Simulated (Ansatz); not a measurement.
# PtAuC6N6: the cost of one run

Method: DFT PBE, scalar-relativistic, plane waves, PAW, in Ansatz 0.2.0.

## 1. Starting point

Symmetry: Fm-3m, No. 225, cubic system. The conventional cell has a = 10.189 Å, b = 10.189 Å, c = 10.189 Å, α = 90.00°, β = 90.00°, γ = 90.00°. Pt (site symmetry m-3m) has 6 C at 1.92 Å in its first shell of neighbours. C (site symmetry 4mm) has 1 N at 1.17 Å and 1 Pt at 1.92 Å in its first shell of neighbours. Au (site symmetry m-3m) has 6 N at 2.01 Å in its first shell of neighbours. Around N (site symmetry 4mm) lie 1 C at 1.17 Å and 1 Au at 2.01 Å.

Coordinates:

```xyz
14
Lattice="0.0000 5.0945 5.0945 5.0945 0.0000 5.0945 5.0945 5.0945 0.0000" Properties=species:S:1:pos:R:3 pbc="T T T"
Pt    0.0000    0.0000    0.0000
C     1.9170    5.0945    5.0945
C     5.0945    1.9170    5.0945
C     5.0945    5.0945    1.9170
C     8.2720    5.0945    5.0945
C     5.0945    8.2720    5.0945
C     5.0945    5.0945    8.2720
Au    5.0945    5.0945    5.0945
N     3.0870    5.0945    5.0945
N     5.0945    3.0870    5.0945
N     5.0945    5.0945    3.0870
N     7.1020    5.0945    5.0945
N     5.0945    7.1020    5.0945
N     5.0945    5.0945    7.1020
```

A structure generator made this guess: cyanide-bridged rock-salt net of two metals, 0 guest cations a cell (Fm-3m, No. 225). Its size is a rough estimate.

## 2. A first look at the guess

Contents of input.yaml:

```yaml
crystal:
  lattice:
    - [0.0, 5.0945, 5.0945]
    - [5.0945, 0.0, 5.0945]
    - [5.0945, 5.0945, 0.0]
  atoms:
    - { symbol: Pt, position: [0.0, 0.0, 0.0] }
    - { symbol: C, position: [0.81185592, 0.18814408, 0.18814408] }
    - { symbol: C, position: [0.18814408, 0.81185592, 0.18814408] }
    - { symbol: C, position: [0.18814408, 0.18814408, 0.81185592] }
    - { symbol: C, position: [0.18814408, 0.81185592, 0.81185592] }
    - { symbol: C, position: [0.81185592, 0.18814408, 0.81185592] }
    - { symbol: C, position: [0.81185592, 0.81185592, 0.18814408] }
    - { symbol: Au, position: [0.5, 0.5, 0.5] }
    - { symbol: "N", position: [0.6970262, 0.3029738, 0.3029738] }
    - { symbol: "N", position: [0.3029738, 0.6970262, 0.3029738] }
    - { symbol: "N", position: [0.3029738, 0.3029738, 0.6970262] }
    - { symbol: "N", position: [0.3029738, 0.6970262, 0.6970262] }
    - { symbol: "N", position: [0.6970262, 0.3029738, 0.6970262] }
    - { symbol: "N", position: [0.6970262, 0.6970262, 0.3029738] }
basis:
  ecutwfc: 420
kpoints:
  mp_grid: { grid: [4, 4, 4] }
hamiltonian:
  xc: pbe
scf:
  occupations: { method: gaussian, width: 0.1 }
  lower_state_search: "off"
output:
  forces: true
  stress: true
  eigenvalues: true
```

Run with:

```console
> ansatz run input.yaml --threads 1 --pin off --max-ram 2560MiB --backend cpu --events-out ev --progress --plain --runs-dir out
```

What time and memory should one allow on 1 thread of Intel Xeon Platinum 8259CL at 2.50GHz (Skylake/Cascade Lake), shared host?

About 8.9 s, with a peak of 0.6 GiB.
